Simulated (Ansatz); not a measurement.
# Si3NH9 (trisilylamine) at B2PLYP/6-31G(d) (spherical functions)

Aim: the energy change on altering one bond length of Si3NH9 (trisilylamine) at B2PLYP/6-31G* (spherical functions), from 2 runs. 

The results are computed with Ansatz 0.2.0.

59 further runs of the same task are left out: 59 set aside as unsound or not needed.

**1. The structure to begin with**

The species is Si3NH9 (13 atoms), meant as a singlet with charge 0. SMILES: `[SiH3]N([SiH3])[SiH3]`. Geometry: relaxed at PBE0-D4/def2-TZVP.

Bond lengths: Si1–N2 1.735 Å, N2–Si3 1.735 Å, N2–Si4 1.735 Å, Si1–H5 1.488 Å, Si1–H6 1.487 Å, Si1–H7 1.487 Å, Si3–H8 1.487 Å, Si3–H9 1.487 Å, Si3–H10 1.488 Å, Si4–H11 1.487 Å, Si4–H12 1.488 Å, Si4–H13 1.487 Å. Some angles: Si1–N2–Si3 120.0°, Si1–N2–Si4 120.0°, Si3–N2–Si4 120.0°, N2–Si1–H5 107.2°, N2–Si1–H6 111.4°, N2–Si1–H7 111.4°, N2–Si3–H8 111.4°, N2–Si3–H9 111.4°, N2–Si3–H10 107.2°, N2–Si4–H11 111.4°.

**2. A single-point energy at B2PLYP/6-31G(d) (spherical functions)**

File run.yaml:

```yaml
crystal:
  periodic: [false, false, false]
  atoms:
    - {symbol: Si, position_ang: [-0.519450, 1.440730, -0.815850]}
    - {symbol: "N", position_ang: [-0.000690, -0.000090, 0.000350]}
    - {symbol: Si, position_ang: [0.784860, 0.112060, 1.543580]}
    - {symbol: Si, position_ang: [-0.265590, -1.552910, -0.727470]}
    - {symbol: H, position_ang: [-1.148110, 1.019270, -2.096710]}
    - {symbol: H, position_ang: [-1.512750, 2.195720, -0.007190]}
    - {symbol: H, position_ang: [0.625850, 2.343510, -1.105390]}
    - {symbol: H, position_ang: [0.020170, -0.607680, 2.596110]}
    - {symbol: H, position_ang: [2.158120, -0.455830, 1.496860]}
    - {symbol: H, position_ang: [0.862760, 1.555850, 1.894200]}
    - {symbol: H, position_ang: [-1.713780, -1.813530, -0.940290]}
    - {symbol: H, position_ang: [0.285610, -2.575110, 0.202450]}
    - {symbol: H, position_ang: [0.422990, -1.661990, -2.040670]}
basis:
  gaussian:
    orbitals: 6-31G_st_-spherical.json
accuracy: high
hamiltonian:
  xc: {name: B2PLYP}
output: {orbitals: {seedname: orbitals}}
correlation:
  frozen_orbitals: {H: 0, "N": 1, Si: 5}
```

The basis set 6-31G* is read from a file made from the Basis Set Exchange's data (not shown).

Command:

```bash
$ ansatz run run.yaml --threads 1 --pin off --max-ram 3480MiB --events-out events.jsonl --progress --plain --runs-dir runs
```

Log:

```text
Warning: RAYON_NUM_THREADS=1 ignored (pool sized by the plan → 1); use --threads N
Functional definition: B2PLYP
  name "B2PLYP"
  parameter a = 0.53
  parameter c = 0.27
  exchange = (1 - a)*b88_x + a*exact_x
  correlation = (1 - c)*lyp_c + c*(mp2_os + mp2_ss)
2086 factors; integrals over basis functions are off by at most 3.8e-9 eV
mean field evaluation 1: about -25247.8939 eV, gradient 4.4e1 eV
mean field evaluation 2: about -25248.4955 eV, gradient 4.4e1 eV
mean field evaluation 4: about -25252.4018 eV, gradient 3.0e0 eV
mean field evaluation 8: about -25252.4367 eV, gradient 5.8e-2 eV
mean field evaluation 16: about -25252.4367 eV, gradient 9.1e-6 eV
mean field -25252.43667258 eV, -928.0099310010 hartree, gradient 2.1e-8 eV, S^2 0.000000; 0 other end points of the search recorded, 0 dependent functions left out
16 core orbitals not correlated: weight in the atoms' cores, before any rotation towards them, 1.000 or more for the frozen orbitals, at most 0.000 for the correlated occupied ones
reference -25252.43670412 eV, -928.0099321599 hartree; 13, 13 occupied and 57, 57 virtual orbitals, 2086 factors
second order -13.52786508 eV of doubles, -0.00000000 eV of singles
Total energy: -25256.08922769 eV, -928.1441599254 hartree
```

Run time: 15 s. Hardware: 1 thread of Arm Neoverse V2, shared host; peak memory 0.34 GiB.

**3. The distorted shape, same level**

File in.yaml:

```yaml
crystal:
  periodic: [false, false, false]
  atoms:
    - symbol: Si
      position_ang: [-0.205140, 1.651447, -0.175461]
    - symbol: "N"
      position_ang: [0.313620, 0.210627, 0.640739]
    - symbol: Si
      position_ang: [1.099170, 0.322777, 2.183969]
    - symbol: Si
      position_ang: [0.048720, -1.342193, -0.087081]
    - symbol: H
      position_ang: [-1.148110, 1.019270, -2.096710]
    - symbol: H
      position_ang: [-1.198440, 2.406437, 0.633199]
    - symbol: H
      position_ang: [0.940160, 2.554227, -0.465001]
    - symbol: H
      position_ang: [0.334480, -0.396963, 3.236499]
    - symbol: H
      position_ang: [2.472430, -0.245113, 2.137249]
    - symbol: H
      position_ang: [1.177070, 1.766567, 2.534589]
    - symbol: H
      position_ang: [-1.399470, -1.602813, -0.299901]
    - symbol: H
      position_ang: [0.599920, -2.364393, 0.842839]
    - symbol: H
      position_ang: [0.737300, -1.451273, -1.400281]
basis:
  gaussian:
    orbitals: 6-31G_st_-spherical.json
hamiltonian:
  xc: {name: B2PLYP}
correlation:
  frozen_orbitals: {H: 0, "N": 1, Si: 5}
accuracy: high
output: {orbitals: {seedname: orbitals}}
```

The basis set 6-31G* is read from a file made from the Basis Set Exchange's data (not shown).

Command:

```bash
$ ansatz run in.yaml --threads 1 --pin off --max-ram 3480MiB --events-out events.jsonl --progress --plain --runs-dir runs
```

Log (excerpt; [...] marks lines left out):

```text
Warning: RAYON_NUM_THREADS=1 ignored (pool sized by the plan → 1); use --threads N
[... 2 set-up lines as earlier in the session ...]
[...]
2087 factors; integrals over basis functions are off by at most 3.7e-9 eV
[...]
mean field -25250.31038690 eV, -927.9317914433 hartree, gradient 6.7e-8 eV, S^2 0.000000; 0 other end points of the search recorded, 0 dependent functions left out
16 core orbitals not correlated: weight in the atoms' cores, before any rotation towards them, 1.000 or more for the frozen orbitals, at most 0.000 for the correlated occupied ones
reference -25250.31041907 eV, -927.9317926258 hartree; 13, 13 occupied and 57, 57 virtual orbitals, 2087 factors
second order -13.91695839 eV of doubles, -0.00000000 eV of singles
Total energy: -25254.06799784 eV, -928.0698810984 hartree
```

It took 14 s on 1 thread of Arm Neoverse V2, shared host; peak memory 0.34 GiB.

**4. Results**

At B2PLYP/6-31G* (spherical functions), 16 core orbitals frozen:

```
                                                          quantity          value
                                         first shape: total energy  -928.14416 Eh
                    first shape: HOMO energy (SCF part's orbitals)       -8.63 eV
                    first shape: LUMO energy (SCF part's orbitals)        1.29 eV
                  first shape: HOMO–LUMO gap (SCF part's orbitals)        9.93 eV
                                     distorted shape: total energy  -928.06988 Eh
                distorted shape: HOMO energy (SCF part's orbitals)       -8.76 eV
                distorted shape: LUMO energy (SCF part's orbitals)        0.21 eV
              distorted shape: HOMO–LUMO gap (SCF part's orbitals)        8.97 eV
energy change with the Si1–H5 bond stretched from 1.488 to 2.232 Å       2.021 eV
```

In words: With the Si1–H5 bond stretched from 1.488 to 2.232 Å the energy rises by 2.02 eV (47 kcal/mol). The first shape isn't relaxed at this level, so the change isn't measured from a minimum.
